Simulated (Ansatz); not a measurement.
**SiH₄Se: one species, many methods**

An exercise on one series of results from a longer session: the logs are not shown, and one member is left open.

The runs use Ansatz 0.2.0, Gaussian basis; functionals in def2-TZVPP, the program's frozen cores in correlated methods.

Levels to be run: LDA (SPW92), PBE-D4, revPBE-D4, BLYP-D4, r2SCAN-D4, B97M-V, PBE0-D4, B3LYP-D4, r2SCANh-D4, r2SCAN0-D4, HSE06-D4, BHLYP-D4, CAM-B3LYP-D4, LC-ωPBE, ωB97X-V, ωB97M-V, B2PLYP, PBE-QIDH; CCSD(T)/def2-SVP; CCSD(T)/def2-TZVPP; CCSD(T)/def2-QZVPP; extrapolation to the limit; RPA on PBE.

### The geometry

The geometry comes from an earlier relaxation with PBE0-D4 in a triple-zeta def2 set; it is a stationary point.

SMILES `[SiH3][SeH]`, 6 atoms, charge 0, spin multiplicity 1.

Atoms are counted from 1 here; the program's logs count them from 0.

Bond lengths: Si1–Se2 2.279 Å, Si1–H3 1.484 Å, Si1–H4 1.483 Å, Si1–H5 1.484 Å, Se2–H6 1.469 Å. Angles: Se2–Si1–H3 111.5°, Se2–Si1–H4 104.9°, Se2–Si1–H5 111.4°, H3–Si1–H4 110.0°, H3–Si1–H5 109.1°, H4–Si1–H5 110.0°, Si1–Se2–H6 93.0°.

The first run:

File in.yaml:

```yaml
crystal:
  periodic: [false, false, false]
  atoms:
    - {symbol: Si, position_ang: [-0.244731, -0.234541, -0.474580]}
    - {symbol: Se, position_ang: [0.898727, -0.252130, 1.496856]}
    - {symbol: H, position_ang: [-1.605513, 0.334245, -0.308735]}
    - {symbol: H, position_ang: [-0.336923, -1.659639, -0.873449]}
    - {symbol: H, position_ang: [0.479938, 0.537757, -1.514304]}
    - {symbol: H, position_ang: [0.850603, 1.210309, 1.627912]}
basis:
  gaussian: {orbitals: def2-TZVPP}
hamiltonian: {xc: lda}
output: {orbitals: {seedname: orbitals}}
```

Command:

```
ansatz run in.yaml --threads 2 --pin off --events-out ev --progress --plain --max-ram 32768MiB --backend cpu
```

Steps of the session up to this table: LDA; PBE-D4 (GGA); revPBE-D4 (GGA); BLYP-D4 (GGA); r2SCAN-D4 (meta-GGA); B97M-V (meta-GGA); PBE0-D4 (hybrid); B3LYP-D4 (hybrid); r2SCANh-D4 (hybrid); r2SCAN0-D4 (hybrid); HSE06-D4 (hybrid); BHLYP-D4 (hybrid); CAM-B3LYP-D4 (range-separated); LC-ωPBE (range-separated); ωB97X-V (range-separated); ωB97M-V (range-separated); B2PLYP (double hybrid); PBE-QIDH (double hybrid).

One of the session's tables, all rows but one given; the rest of the session is left out.

It belongs to the step «Frontier levels by functional». 

```
  functional  HOMO (eV)  gap (eV)
 LDA (SPW92)      -6.07      4.88
      PBE-D4      -5.96      5.01
   revPBE-D4      -5.92      5.05
     BLYP-D4      -5.79      4.96
   r2SCAN-D4      -6.24      5.62
      B97M-V      -6.34      5.60
     PBE0-D4      -7.11      7.00
    B3LYP-D4      -6.86      6.54
  r2SCANh-D4      -6.66      6.34
  r2SCAN0-D4      -7.29      7.40
    HSE06-D4      -6.71      6.23
    BHLYP-D4      -8.09      8.84
CAM-B3LYP-D4          ?         ?
     LC-ωPBE      -9.75     11.77
     ωB97X-V      -9.40     11.30
     ωB97M-V      -9.26     10.86
```

Estimate the missing values for CAM-B3LYP-D4.

As computed: HOMO (eV): -8.38; gap (eV): 9.23. In the column «HOMO (eV)» it lies between ωB97M-V (-9.26) and BHLYP-D4 (-8.09).
